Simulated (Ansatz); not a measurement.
**Cl2H2S2Si: up Jacob's ladder to CCSD(T)**

How much do the methods differ for Cl2H2S2Si? The plan is to run it at one geometry with functionals of several rungs and with coupled cluster. The yardstick is the atomisation energy at the CCSD(T) limit.

The runs use Ansatz 0.2.0, Gaussian basis; functionals in def2-TZVPP, the program's frozen cores in correlated methods.

The runs, in order: LDA (SPW92), PBE-D4, revPBE-D4, BLYP-D4, r2SCAN-D4, B97M-V, PBE0-D4, B3LYP-D4, r2SCANh-D4, r2SCAN0-D4, HSE06-D4, BHLYP-D4, CAM-B3LYP-D4, LC-ωPBE, ωB97X-V, ωB97M-V, B2PLYP, PBE-QIDH; CCSD(T)/def2-SVP; CCSD(T)/def2-TZVPP; MP2/def2-QZVPP; extrapolation to the limit; RPA on PBE.

## 1. The relaxed structure

All runs share one geometry, relaxed beforehand with PBE0-D4 in a triple-zeta def2 set.

7 atoms, charge 0, spin multiplicity 1.

Atoms are counted from 1 here; the program's logs count them from 0.

Bond lengths: S1–Si2 2.111 Å, S1–H6 1.344 Å, Si2–S3 2.111 Å, Si2–Cl4 2.045 Å, Si2–Cl5 2.045 Å, S3–H7 1.344 Å. Angles: Si2–S1–H6 93.5°, S1–Si2–S3 104.7°, S1–Si2–Cl4 113.6°, S1–Si2–Cl5 109.7°, S3–Si2–Cl4 109.7°, S3–Si2–Cl5 113.6°, Cl4–Si2–Cl5 105.7°, Si2–S3–H7 93.5°.

## 2. LDA

This LDA is Slater exchange with PW92 correlation.

Contents of in.yaml:

```yaml
crystal:
  periodic: [false, false, false]
  atoms:
    - {symbol: S, position_ang: [-1.568145, 0.438605, 1.202734]}
    - {symbol: Si, position_ang: [0.019370, 0.025112, -0.125642]}
    - {symbol: S, position_ang: [1.387351, -1.109540, 1.013206]}
    - {symbol: Cl, position_ang: [-0.551798, -1.036610, -1.777366]}
    - {symbol: Cl, position_ang: [0.800599, 1.776870, -0.834662]}
    - {symbol: H, position_ang: [-1.937957, 1.550395, 0.543512]}
    - {symbol: H, position_ang: [1.911880, -1.712831, -0.067681]}
basis:
  gaussian: {orbitals: def2-TZVPP}
hamiltonian: {xc: lda}
output: {orbitals: {seedname: orbitals}}
```

On the command line:

```bash
> ansatz run in.yaml --threads 4 --pin off --events-out ev --progress --plain --max-ram 10444MiB
```

After this run come: PBE-D4 (GGA); revPBE-D4 (GGA); BLYP-D4 (GGA); r2SCAN-D4 (meta-GGA); B97M-V (meta-GGA); B3LYP-D4 (hybrid); r2SCANh-D4 (hybrid); r2SCAN0-D4 (hybrid); HSE06-D4 (hybrid); BHLYP-D4 (hybrid); CAM-B3LYP-D4 (range-separated); LC-ωPBE (range-separated); ωB97X-V (range-separated); ωB97M-V (range-separated); B2PLYP (double hybrid); PBE-QIDH (double hybrid); CCSD(T) in def2-SVP; CCSD(T) in def2-TZVPP; MP2 in def2-QZVPP; RPA on PBE orbitals.

**Question.** What will the summary of the whole plan be? Wanted: atomisation energy, CCSD(T)/CBS; farthest beyond LDA; mean size of error, GGA; mean size of error, meta-GGA; mean size of error, hybrid; mean size of error, range-separated; mean size of error, double hybrid; gap, smallest and largest; T1 diagnostic.

**Answer**, as computed:

| quantity | value |
| --- | --- |
| atomisation energy, CCSD(T)/CBS | 22.720 eV |
| functionals within 0.114 eV (0.5 %) | PBE0-D4, r2SCANh-D4, HSE06-D4 |
| farthest beyond LDA | BHLYP-D4 (-0.958 eV) |
| mean size of error, GGA | 0.356 eV |
| mean size of error, meta-GGA | 0.339 eV |
| mean size of error, hybrid | 0.282 eV |
| mean size of error, range-separated | 0.370 eV |
| mean size of error, double hybrid | 0.419 eV |
| gap, smallest and largest | 5.05 eV (LDA (SPW92)), 12.45 eV (LC-ωPBE) |
| T1 diagnostic | 0.0103 |
| triples share of the correlation energy | 4.5 % |

LDA overbinds by 3.443 eV (15 %). PBE-D4 is off by +0.346 eV. Double hybrids carry the basis error of their MP2 part in triple zeta, and no dispersion term here, so their miss is partly the set-up's. By mean error the best rung here is hybrid (0.282 eV) and the worst beyond LDA is double hybrid (0.419 eV). The gap between the best rungs is small, so their order is not settled. The reference freezes the cores and leaves out relativity and excitations past (T), so misses under about 0.114 eV can't be ranked. Hartree-Fock recovers 70 % of the binding; the rest is correlation. CCSD(T) in def2-SVP is off by -2.524 eV, which most functionals beat. The gap grows from 5.1 to 12.4 eV across the functionals, mostly with the share of exact exchange.
